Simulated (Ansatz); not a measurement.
# CH7F2NSi: the cost of one run

Program: Ansatz 0.2.0. Level of theory: RKS PBE-D4/def2-SVP. These are calculated values, not measurements.

### 1 The starting structure

Bond lengths: Si1–N2 2.121 Å, N2–C3 1.449 Å, Si1–F4 1.617 Å, Si1–F5 1.593 Å, Si1–H6 1.439 Å, N2–H9 1.016 Å, C3–H10 1.093 Å, C3–H11 1.090 Å, C3–H12 1.093 Å. Angles (14 of 15 angles, heavy atoms first): Si1–N2–C3 117.2°, N2–Si1–F4 93.1°, N2–Si1–F5 98.4°, F4–Si1–F5 100.5°, Si1–N2–H9 113.2°, C3–N2–H9 109.5°, N2–Si1–H6 140.6°, F4–Si1–H6 98.0°, F5–Si1–H6 116.2°, N2–C3–H10 111.6°, N2–C3–H11 108.2°, N2–C3–H12 111.1°, H10–C3–H11 108.3°, H10–C3–H12 108.7°.

As a file:

```xyz
12

Si   -0.8019    0.9200    0.8689
N     0.6812    0.0235   -0.3533
C     0.3241   -1.2042   -1.0345
F    -1.8398    1.0882   -0.3600
F    -0.1912    2.3902    0.9373
H    -1.7547    0.5796    1.8919
H     1.1313   -0.0525    0.9125
H     0.6748    0.1769    1.7554
H     1.0972    0.6706   -1.0173
H    -0.4394   -1.0344   -1.7975
H    -0.0789   -1.8977   -0.2958
H     1.1972   -1.6600   -1.5076
```

### 2 Pulling towards end A

Springs on the bonds that form and break draw the guess towards this end; the thresholds are loose.

Contents of input.yaml:

```yaml
crystal:
  periodic: [false, false, false]
  atoms:
    - { symbol: Si, position_ang: [-0.8019, 0.92, 0.8689] }
    - { symbol: "N", position_ang: [0.6812, 0.0235, -0.3533] }
    - { symbol: C, position_ang: [0.3241, -1.2042, -1.0345] }
    - { symbol: F, position_ang: [-1.8398, 1.0882, -0.36] }
    - { symbol: F, position_ang: [-0.1912, 2.3902, 0.9373] }
    - { symbol: H, position_ang: [-1.7547, 0.5796, 1.8919] }
    - { symbol: H, position_ang: [1.1313, -0.0525, 0.9125] }
    - { symbol: H, position_ang: [0.6748, 0.1769, 1.7554] }
    - { symbol: H, position_ang: [1.0972, 0.6706, -1.0173] }
    - { symbol: H, position_ang: [-0.4394, -1.0344, -1.7975] }
    - { symbol: H, position_ang: [-0.0789, -1.8977, -0.2958] }
    - { symbol: H, position_ang: [1.1972, -1.66, -1.5076] }
basis:
  gaussian: { orbitals: def2-SVP }
hamiltonian:
  xc: pbe
  dispersion: d4
relax:
  f_tol: 0.15
  max_steps: 25
  restrain:
    - { distance: [0, 7], at: 2.72, k: 30.0 }
    - { distance: [6, 1], at: 2.32, k: 30.0 }
    - { distance: [0, 1], at: 1.82, k: 30.0 }
    - { distance: [6, 7], at: 0.62, k: 30.0 }
output:
  orbitals: {}
```

Run with:

```console
ansatz run input.yaml --threads 2 --pin off --max-ram 3072MiB --backend cpu --events-out ev --progress --plain --runs-dir out
```

**Question.** How long does this run take on 2 threads of Arm Neoverse V1, shared host, and how much memory does it need?

About 32 s, with a peak of 0.15 GiB.
